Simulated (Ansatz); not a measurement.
# B2FH3O: up Jacob's ladder to CCSD(T)

An exercise on one series of results from a longer session: the logs are not shown, and one member is left open.

The runs use Ansatz 0.2.0, Gaussian basis; functionals in def2-TZVPP, the program's frozen cores in correlated methods.

The runs, in order: LDA (SPW92), PBE-D4, revPBE-D4, BLYP-D4, r2SCAN-D4, B97M-V, PBE0-D4, B3LYP-D4, r2SCANh-D4, r2SCAN0-D4, HSE06-D4, BHLYP-D4, CAM-B3LYP-D4, LC-ωPBE, ωB97X-V, ωB97M-V, B2PLYP, PBE-QIDH; CCSD(T)/def2-SVP; CCSD(T)/def2-TZVPP; MP2/def2-QZVPP; extrapolation to the limit; RPA on PBE.

### The geometry

An earlier PBE0-D4 in a triple-zeta def2 set relaxation fixed the geometry.

SMILES `BOBF`, 7 atoms, charge 0, spin multiplicity 1.

Atoms are counted from 1 here; the program's logs count them from 0.

Bond lengths: B1–O2 1.363 Å, B1–H5 1.199 Å, B1–H6 1.195 Å, O2–B3 1.363 Å, B3–F4 1.316 Å, B3–H7 1.195 Å. Angles: O2–B1–H5 119.9°, O2–B1–H6 117.3°, H5–B1–H6 122.8°, B1–O2–B3 124.8°, O2–B3–F4 117.3°, O2–B3–H7 122.9°, F4–B3–H7 119.8°.

As a file:

```
B    -0.7165    0.9829   -0.0809
O    -0.4020   -0.2134    0.4914
B     0.6549   -0.9936    0.1299
F     0.8215   -2.1250    0.7820
H    -0.0393    1.4153   -0.9709
H    -1.6749    1.5577    0.3413
H     1.4176   -0.6920   -0.7387
```

The first run:

in.yaml

```yaml
crystal:
  periodic: [false, false, false]
  atoms:
    - {symbol: B, position_ang: [-0.716507, 0.982876, -0.080850]}
    - {symbol: O, position_ang: [-0.401962, -0.213351, 0.491441]}
    - {symbol: B, position_ang: [0.654924, -0.993556, 0.129913]}
    - {symbol: F, position_ang: [0.821536, -2.125022, 0.781983]}
    - {symbol: H, position_ang: [-0.039314, 1.415332, -0.970872]}
    - {symbol: H, position_ang: [-1.674933, 1.557712, 0.341275]}
    - {symbol: H, position_ang: [1.417556, -0.691992, -0.738688]}
basis:
  gaussian: {orbitals: def2-TZVPP}
hamiltonian: {xc: lda}
output: {orbitals: {seedname: orbitals}}
```

The run is started by

```
$ ansatz run in.yaml --threads 2 --pin off --events-out ev --progress --plain --max-ram 4352MiB
```

Among the steps run: LDA; PBE-D4 (GGA); revPBE-D4 (GGA); BLYP-D4 (GGA); r2SCAN-D4 (meta-GGA); B97M-V (meta-GGA); B3LYP-D4 (hybrid); r2SCANh-D4 (hybrid); r2SCAN0-D4 (hybrid); HSE06-D4 (hybrid); BHLYP-D4 (hybrid); CAM-B3LYP-D4 (range-separated); LC-ωPBE (range-separated); ωB97X-V (range-separated); ωB97M-V (range-separated); B2PLYP (double hybrid); PBE-QIDH (double hybrid).

One of the session's tables, all rows but one given; the rest of the session is left out.

It belongs to the step «Frontier levels by functional». 

```
  functional  HOMO (eV)  gap (eV)
 LDA (SPW92)      -7.61      4.91
      PBE-D4      -7.54      5.17
   revPBE-D4      -7.50      5.26
     BLYP-D4      -7.49      5.26
   r2SCAN-D4      -7.87      5.95
      B97M-V      -7.99      5.96
     PBE0-D4      -9.06      7.76
    B3LYP-D4      -8.87      7.32
  r2SCANh-D4      -8.44      6.88
  r2SCAN0-D4      -9.28      8.27
    HSE06-D4          ?         ?
    BHLYP-D4     -10.57     10.35
CAM-B3LYP-D4     -10.57     10.36
     LC-ωPBE     -11.91     12.96
     ωB97X-V     -11.57     12.54
     ωB97M-V     -11.44     12.14
```

**Question.** Estimate the row for HSE06-D4.

The run gave: HOMO (eV): -8.65; gap (eV): 6.97. In the column «HOMO (eV)» it lies between B3LYP-D4 (-8.87) and r2SCANh-D4 (-8.44).
